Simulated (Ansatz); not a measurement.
# GaLiH (quartet): from Hartree-Fock to the top rungs at angle Li2–Ga1–H3 = 158.0°, cc-pVDZ

One table from this session's results is given with a row withheld; the runs are named, their logs left out.

Computed with Ansatz 0.2.0, Gaussian basis. Level: cc-pVDZ, core rule «outside noble gas», up to 15 orbitals frozen.

The runs, in order: UHF; CCSD(T) on ROHF; CCSD(T) on UHF; BCCD(T) on ROHF; CISD as a restricted active space (open shells left free, so some higher excitations enter); CCSDT(Q) on ROHF; CCSDT(Q) on UHF; CASSCF and MRCISD+Q, 5 electrons in 5 orbitals; CASSCF and NEVPT2, 5 electrons in 5 orbitals; Full CI.

26 further runs of the same task are left out: 14 for a known fault of the program, 8 that didn't finish, 4 set aside as unsound or not needed. Runs told in other sessions of the task aren't counted.

## The system

The geometry derives from a PBE0/def2-TZVP stationary point (not a proven minimum). One angle is set to the value named; bond lengths are kept. No spin-orbit coupling is included. The filled d shell of Ga may be among the frozen orbitals whatever the setting's name suggests.

3 atoms, charge 0, spin multiplicity 4.

Atoms are counted from 1 here; the program's logs count them from 0.

Bond lengths: Ga1–Li2 2.347 Å, Ga1–H3 1.565 Å. Angles: Li2–Ga1–H3 158.0°.

The first run:

Contents of in.yaml:

```yaml
crystal:
  periodic: [false, false, false]
  atoms:
    - {symbol: Ga, position_ang: [-0.248834, 0.000000, 0.255910]}
    - {symbol: Li, position_ang: [0.199033, 0.000000, -2.048165]}
    - {symbol: H, position_ang: [0.049801, 0.000000, 1.792255]}
basis:
  gaussian: {orbitals: cc-pVDZ}
magnetization: {spin_polarized: true, initial_magnetization: 3}
hamiltonian: {xc: hf}
output: {orbitals: {seedname: orbitals}}
```

The run is started by

```
$ ansatz run in.yaml --threads 1 --pin off --events-out ev --progress --plain --max-ram 2393MiB
```

Among the steps run: UHF; CCSD(T) on ROHF; CCSD(T) on UHF; BCCD(T) on ROHF; CISD as a restricted active space (open shells left free, so some higher excitations enter); CCSDT(Q) on ROHF; CCSDT(Q) on UHF; CASSCF and MRCISD+Q, 5 electrons in 5 orbitals; CASSCF and NEVPT2, 5 electrons in 5 orbitals; Full CI.

One of the session's tables, all rows but one given; the rest of the session is left out.

```
       method  from FCI (kcal/mol)
         ROHF               +38.54
          UHF               +37.70
         RMP2               +11.48
         UMP2               +10.94
        RCCSD                +1.28
        UCCSD                +0.86
     RCCSD(T)                +0.35
     UCCSD(T)                -0.05
      BCCD(T)                +0.36
       RCCSDT                    ?
       UCCSDT                -0.42
    RCCSDT(Q)                -0.04
    UCCSDT(Q)                -0.44
  CASSCF pair               +27.85
  NEVPT2 pair               +10.14
  MRCISD pair                +1.31
MRCISD+Q pair                +0.19
          FCI                    0
```

**Question.** Estimate the row for RCCSDT.

**Answer.** from FCI (kcal/mol): -0.02. In the column «from FCI (kcal/mol)» it lies between RCCSDT(Q) (-0.04) and FCI (0).

Not comparable, so not listed: CISD as a restricted active space (open shells left free, so some higher excitations enter) (they don't share determinant, frozen orbitals or solution with the rows shown, or repeat one).

Caveats from the session: UCCSD(T), UCCSDT, UCCSDT(Q) fall below full CI: unrestricted runs freeze a spin-polarised core, another one than full CI's, and coupled cluster isn't variational. Levels on UHF freeze UHF's core orbitals, full CI those of ROHF, so the U rows can settle a little off it for that reason alone. Restricted and unrestricted rows rest on different reference determinants; a gap between their highest levels can come from leftover correlation error, from unlike frozen cores or from another state.
